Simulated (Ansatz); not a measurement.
Below is the output of a Python script on Ansatz 0.2.0, Python API that makes a single point in a Gaussian basis of BrFH2Si, SMILES F[SiH2]Br. Write a script that gives it. Use: Hartree-Fock, 6-31G* basis, multiplicity 1.

```yaml
atoms:
  - { symbol: F, position_ang: [-0.2988, -0.2649, 1.5883] }
  - { symbol: Si, position_ang: [0.0877, -0.0997, 0.0388] }
  - { symbol: Br, position_ang: [-1.3142, 1.2947, -1.0112] }
  - { symbol: H, position_ang: [0.0945, -1.4241, -0.6044] }
  - { symbol: H, position_ang: [1.4807, 0.4203, -0.0529] }
```

`python brfh2si.py` gives:
```text
E = -80592.756844 eV = -2961.7291863 Ha
converged: True  doubts: none
```

The script that was run (others could print the same):

`brfh2si.py`
```python
# -*- coding: utf-8 -*-
'''Electronic structure of the BrFH2Si molecule.'''

import ansatz as az

molecule = (
    az.Crystal.molecule()
    .atom('F', (-0.2988, -0.2649, 1.5883))
    .atom('Si', (0.0877, -0.0997, 0.0388))
    .atom('Br', (-1.3142, 1.2947, -1.0112))
    .atom('H', (0.0945, -1.4241, -0.6044))
    .atom('H', (1.4807, 0.4203, -0.0529))
)

base = molecule.calculation()
base = base.basis(gaussian='6-31G*').functional('HF')
r = base.session().plan(threads=1).execute().report

print(f'E = {r["free_energy_ev"]:.6f} eV = {r["free_energy_ev"] / 27.211386246:.7f} Ha')
print('converged:', r['converged'], ' doubts:', r['published_state_doubts'] or 'none')
```

Caveats:
- Total energies depend on the basis set; only differences at equal settings carry meaning.
- The geometry is a force-field or estimated start, not a minimum of this method, and the basis set is short of its limit.
- Hardware and time: 1.1 s on 1 thread of Intel(R) Xeon(R) 6975P-C (Granite Rapids), on a shared host, peak memory 0.18 GiB.

(A comment or docstring line of the script was reworded after the run, the code is as it ran; lines on the test bed's own set-up are left out of the output.)
